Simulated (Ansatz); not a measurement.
# Be2AlI: the cost of one run

Computed with Ansatz 0.2.0 (DFT PBE, scalar-relativistic, plane waves, PAW, unless a step's input says otherwise).

1 further run of the same task is left out (it didn't finish).

## (1) The structure to begin with

Symmetry: P-4m2, No. 115, tetragonal system. The conventional cell has a = 3.817 Å, b = 3.817 Å, c = 5.392 Å, α = 90.00°, β = 90.00°, γ = 90.00°. Be (site symmetry 2mm) has 2 Al at 2.30 Å and 2 I at 2.38 Å as nearest neighbours. Al (site symmetry -4m2) has 4 Be at 2.30 Å as nearest neighbours. Around I (site symmetry -4m2) lie 4 Be at 2.38 Å.

As a file:

```
Be Al I
1.0
     3.81739    0.00000    0.00000
     0.00000    3.81739    0.00000
     0.00000    0.00000    5.39230
Be Al I
2 1 1
Cartesian
  1.9087 0.0000 4.1147
  0.0000 1.9087 1.2776
  1.9087 1.9087 0.0000
  0.0000 0.0000 2.6961
```

The cell is invented: species swapped into a database cell of Zn2SeS (P-4m2, No. 115), with Be on the Zn sites, I on the Se sites and Al on the S sites. Its size is a rough estimate.

## (2) A first look at the guess

File input.yaml:

```yaml
crystal:
  lattice:
    - [3.81738547, 0.0, 0.0]
    - [0.0, 3.81738547, 0.0]
    - [0.0, 0.0, 5.39229854]
  atoms:
    - { symbol: Be, position: [0.5, 0.0, 0.76306361] }
    - { symbol: Be, position: [0.0, 0.5, 0.23693639] }
    - { symbol: Al, position: [0.5, 0.5, 0.0] }
    - { symbol: I, position: [0.0, 0.0, 0.5] }
basis:
  ecutwfc: 420
kpoints:
  mp_grid: { grid: [4, 4, 4] }
hamiltonian:
  xc: pbe
scf:
  occupations: { method: gaussian, width: 0.1 }
  lower_state_search: "off"
output:
  forces: true
  stress: true
  eigenvalues: true
```

On the command line:

```sh
$ ansatz run input.yaml --threads 1 --pin off --max-ram 2048MiB --backend cpu --events-out ev --progress --plain --runs-dir out
```

**Question.** How long does this run take on 1 thread of Arm Neoverse V2, shared host, and how much memory does it need?

About 2 s, with a peak of 0.32 GiB.
